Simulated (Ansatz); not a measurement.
# As: stress in a strained cell

Aim: deform As (equal xx and yy strain of +2 %) and compute stress, forces and field gradients with LAPW, PAW and all-electron datasets made for the crystal.

Program: Ansatz 0.2.0. Level of theory: DFT LDA, scalar-relativistic. These are calculated values, not measurements.

**1. The structure to begin with**

The structure is trigonal, space group R-3m (No. 166). Conventional cell: a = 3.759 Å, b = 3.759 Å, c = 10.457 Å, α = 90.00°, β = 90.00°, γ = 120.00°. As (site symmetry 3m) has 3 As at 2.52 Å as nearest neighbours.

Coordinates:

```cif
data_structure
_symmetry_space_group_name_H-M 'R-3m:H'
_symmetry_Int_Tables_number 166
_cell_length_a 3.7595
_cell_length_b 3.7595
_cell_length_c 10.4573
_cell_angle_alpha 90.000
_cell_angle_beta 90.000
_cell_angle_gamma 120.000
_cell_volume 128.00
loop_
_atom_site_label
_atom_site_type_symbol
_atom_site_symmetry_multiplicity
_atom_site_Wyckoff_symbol
_atom_site_fract_x
_atom_site_fract_y
_atom_site_fract_z
_atom_site_occupancy
As1 As 6 c 0.33333 0.66667 0.89421 1
```

The file gives the conventional cell by its symmetry; the runs use the cell typed in the input.

Atoms are numbered in the order of the input: As1, As2.

**2. After the deformation**

Space group R-3m before, R-3m after.

**3. LAPW, all electrons**

The input, input.yaml:

```yaml
crystal:
  lattice:
    - [1.9173444466, 1.1069793324, 3.48577]
    - [-1.9173444466, 1.1069793324, 3.48577]
    - [0.0, -2.2139586648, 3.48577]
  atoms:
    - { symbol: As, position: [0.22754, 0.22754, 0.22754] }
    - { symbol: As, position: [0.77246, 0.77246, 0.77246] }
kpoints:
  mp_grid: { grid: [13, 13, 13] }
  band_path:
    path:
      - [0.0, 0.0, 0.0]
      - [0.5, 0.5, 0.5]
      - [0.7660991227, 0.2339008773, 0.5]
      - [0.5, -0.2339008773, 0.2339008773]
      - [0.5, 0.0, 0.0]
      - [0.0, 0.0, 0.0]
      - [0.3669504386, -0.3669504386, 0.0]
      - [0.6330495614, 0.0, 0.3669504386]
      - [0.5, 0.0, 0.5]
    npoints: 5
scf:
  occupations: { method: fermi_dirac, width: 0.05 }
hamiltonian:
  xc: lda
  pseudopotentials: { kind: all_electron, lapw: { basis_error: 0.001 } }
output:
  forces: true
  stress: true
  eigenvalues: true
```

The run is started by

```sh
ansatz run input.yaml --threads 1 --pin off --max-ram 3072MiB --backend cpu --events-out ev --progress --plain --runs-dir out
```

**4. Frozen-core PAW**

The input, input.yaml:

```yaml
crystal:
  lattice:
    - [1.9173444466, 1.1069793324, 3.48577]
    - [-1.9173444466, 1.1069793324, 3.48577]
    - [0.0, -2.2139586648, 3.48577]
  atoms:
    - { symbol: As, position: [0.22754, 0.22754, 0.22754] }
    - { symbol: As, position: [0.77246, 0.77246, 0.77246] }
kpoints:
  mp_grid: { grid: [13, 13, 13] }
scf:
  occupations: { method: fermi_dirac, width: 0.05 }
hamiltonian:
  xc: lda
  pseudopotentials: { kind: paw }
output:
  forces: true
  stress: true
  eigenvalues: true
  efg: { contact_densities: true }
```

**5. Datasets made for this crystal**

Edit input.yaml of step 4 so:

```diff
@@ -14,3 +14,3 @@
   xc: lda
-  pseudopotentials: { kind: paw }
+  pseudopotentials: { kind: all_electron, datasets: crystal }
 output:
```

(Steps that only read results are left out.)

Before running it: what results should come out? Wanted: pressure; largest shear or deviatoric stress.

As calculated:

| quantity | value |
| --- | --- |
| pressure | LAPW -4.55, PAW -4.57, crystal datasets -4.55 GPa |
| largest shear or deviatoric stress (LAPW) | 0.81 GPa |

In words: The largest part of the stress beyond the pressure is 0.81 GPa in size, in the zz component; the atoms are carried along and not relaxed. No run of the undeformed cell stands beside it, so the pressure holds what the given cell had before the change. PAW: stress within 0.02 GPa of LAPW, forces within 1 meV/Å. Crystal datasets: stress within 0.01 GPa of LAPW, forces within 1 meV/Å.
